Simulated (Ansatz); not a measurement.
# ClH6NOSi2: how energies converge with the basis set

One table from this session's results is given with a row withheld; the runs are named, their logs left out.

Method: one geometry, several basis sets; program: Ansatz 0.2.0, Gaussian basis.

Levels to be run: PBE0-D4/def2-SVP; ωB97M-V/def2-SVP; PBE0-D4/def2-QZVPP; ωB97M-V/def2-QZVPP; CCSD(T)/cc-pV(D+d)Z; CCSD(T)/cc-pV(T+d)Z; MP2/cc-pV(Q+d)Z; the functionals' def2-TZVPP values are taken from earlier runs.

**The relaxed structure**

All runs share one geometry, relaxed beforehand with PBE0-D4 in a triple-zeta def2 set.

SMILES `N[SiH](Cl)O[SiH3]`, 11 atoms, charge 0, spin multiplicity 1.

Atoms are counted from 1 here; the program's logs count them from 0.

Bond lengths: N1–Si2 1.692 Å, N1–H6 1.008 Å, N1–H7 1.007 Å, Si2–Cl3 2.072 Å, Si2–O4 1.620 Å, Si2–H8 1.474 Å, O4–Si5 1.643 Å, Si5–H9 1.482 Å, Si5–H10 1.484 Å, Si5–H11 1.484 Å. Angles: Si2–N1–H6 120.8°, Si2–N1–H7 120.0°, H6–N1–H7 111.6°, N1–Si2–Cl3 114.5°, N1–Si2–O4 108.4°, N1–Si2–H8 109.1°, Cl3–Si2–O4 106.3°, Cl3–Si2–H8 105.7°, O4–Si2–H8 112.8°, Si2–O4–Si5 142.5°, O4–Si5–H9 107.3°, O4–Si5–H10 110.1°, O4–Si5–H11 110.5°, H9–Si5–H10 109.7°, H9–Si5–H11 109.8°, H10–Si5–H11 109.5°.

The first run:

in.yaml reads:

```yaml
crystal:
  periodic: [false, false, false]
  atoms:
    - {symbol: N, position_ang: [0.046887, 1.316074, 1.824798]}
    - {symbol: Si, position_ang: [-0.505157, -0.024666, 0.952706]}
    - {symbol: Cl, position_ang: [0.437401, -1.807608, 1.428553]}
    - {symbol: O, position_ang: [-0.221108, 0.235534, -0.620873]}
    - {symbol: Si, position_ang: [0.270774, -0.514427, -1.997928]}
    - {symbol: H, position_ang: [0.960765, 1.703324, 1.651482]}
    - {symbol: H, position_ang: [-0.235021, 1.444416, 2.783094]}
    - {symbol: H, position_ang: [-1.933755, -0.236123, 1.248317]}
    - {symbol: H, position_ang: [0.008225, 0.414998, -3.122585]}
    - {symbol: H, position_ang: [1.722657, -0.813475, -1.925404]}
    - {symbol: H, position_ang: [-0.486268, -1.775044, -2.201459]}
basis:
  gaussian: {orbitals: def2-SVP}
hamiltonian: {xc: pbe0, dispersion: d4}
output: {orbitals: {seedname: orbitals}}
```

Run with:

```console
ansatz run in.yaml --threads 2 --pin off --events-out ev --progress --plain --max-ram 22528MiB --backend cpu
```

Steps of the session up to this table: PBE0-D4 in def2-SVP; ωB97M-V in def2-SVP; PBE0-D4 in def2-QZVPP; ωB97M-V in def2-QZVPP.

One of the session's tables, all rows but one given; the rest of the session is left out.

It belongs to the step «Density functionals: the series». 

```
functional       basis  HOMO (eV)  LUMO (eV)
   PBE0-D4    def2-SVP      -7.80       0.73
   PBE0-D4  def2-TZVPP      -8.01       0.17
   PBE0-D4  def2-QZVPP      -8.06      -0.02
   ωB97M-V    def2-SVP          ?          ?
   ωB97M-V  def2-TZVPP     -10.38       1.82
   ωB97M-V  def2-QZVPP     -10.43       1.35
```

Q: Estimate the row for ωB97M-V, def2-SVP from the others.

The run gave: HOMO (eV): -10.15; LUMO (eV): 2.64. In the column «HOMO (eV)» it lies between ωB97M-V, def2-TZVPP (-10.38) and PBE0-D4, def2-QZVPP (-8.06).
